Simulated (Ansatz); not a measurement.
# SiN4H8: small, medium and large basis sets

One table from this session's results is given with a row withheld; the runs are named, their logs left out.

Program: Ansatz 0.2.0, Gaussian basis. Level of theory: one geometry, several basis sets. These are calculated values, not measurements.

The runs, in order: PBE0-D4/def2-SVP; ωB97M-V/def2-SVP; PBE0-D4/def2-QZVPP; ωB97M-V/def2-QZVPP; the functionals' def2-TZVPP values are taken from earlier runs.

## The geometry

All runs share one geometry, relaxed beforehand with PBE0-D4 in a triple-zeta def2 set.

SMILES `N[Si](N)(N)N`, 13 atoms, charge 0, spin multiplicity 1.

Atoms are counted from 1 here; the program's logs count them from 0.

Bond lengths: N1–Si2 1.717 Å, N1–H6 1.007 Å, N1–H7 1.007 Å, Si2–N3 1.717 Å, Si2–N4 1.717 Å, Si2–N5 1.717 Å, N3–H8 1.007 Å, N3–H9 1.007 Å, N4–H10 1.007 Å, N4–H11 1.007 Å, N5–H12 1.007 Å, N5–H13 1.007 Å. Angles: Si2–N1–H6 120.2°, Si2–N1–H7 119.9°, H6–N1–H7 111.4°, N1–Si2–N3 113.2°, N1–Si2–N4 102.3°, N1–Si2–N5 113.2°, N3–Si2–N4 113.2°, N3–Si2–N5 102.3°, N4–Si2–N5 113.2°, Si2–N3–H8 120.2°, Si2–N3–H9 119.9°, H8–N3–H9 111.4°, Si2–N4–H10 119.9°, Si2–N4–H11 120.2°, H10–N4–H11 111.4°, Si2–N5–H12 119.9°, Si2–N5–H13 120.2°, H12–N5–H13 111.4°.

The first run:

in.yaml

```yaml
crystal:
  periodic: [false, false, false]
  atoms:
    - {symbol: N, position_ang: [-0.860161, 1.428187, -0.394580]}
    - {symbol: Si, position_ang: [0.001582, -0.002670, 0.001135]}
    - {symbol: N, position_ang: [-0.910590, -1.098384, 0.957112]}
    - {symbol: N, position_ang: [0.401742, -0.627567, -1.546745]}
    - {symbol: N, position_ang: [1.375346, 0.287074, 0.988743]}
    - {symbol: H, position_ang: [-1.375272, 1.921569, 0.315583]}
    - {symbol: H, position_ang: [-0.492946, 2.060201, -1.087229]}
    - {symbol: H, position_ang: [-1.695562, -1.585945, 0.558115]}
    - {symbol: H, position_ang: [-1.053954, -0.911518, 1.936181]}
    - {symbol: H, position_ang: [-0.300934, -0.673883, -2.266572]}
    - {symbol: H, position_ang: [1.065040, -1.379703, -1.632909]}
    - {symbol: H, position_ang: [1.854180, -0.485544, 1.422137]}
    - {symbol: H, position_ang: [2.012129, 1.033381, 0.763730]}
basis:
  gaussian: {orbitals: def2-SVP}
hamiltonian: {xc: pbe0, dispersion: d4}
output: {orbitals: {seedname: orbitals}}
```

Among the steps run: PBE0-D4 in def2-SVP; ωB97M-V in def2-SVP; PBE0-D4 in def2-QZVPP; ωB97M-V in def2-QZVPP.

One table of the session follows, with a row left open; its other results are not shown here.

It belongs to the step «Functionals by basis». 

| functional | basis | HOMO (eV) | LUMO (eV) |
| --- | --- | --- | --- |
| PBE0-D4 | def2-SVP | -6.31 | 1.70 |
| PBE0-D4 | def2-TZVPP | -6.70 | 0.84 |
| PBE0-D4 | def2-QZVPP | -6.78 | 0.37 |
| ωB97M-V | def2-SVP | -8.72 | 3.26 |
| ωB97M-V | def2-TZVPP | ? | ? |
| ωB97M-V | def2-QZVPP | -9.18 | 1.48 |

Q: Estimate the row for ωB97M-V, def2-TZVPP from the others.

As computed: HOMO (eV): -9.11; LUMO (eV): 2.18. In the column «HOMO (eV)» it lies between ωB97M-V, def2-QZVPP (-9.18) and ωB97M-V, def2-SVP (-8.72).
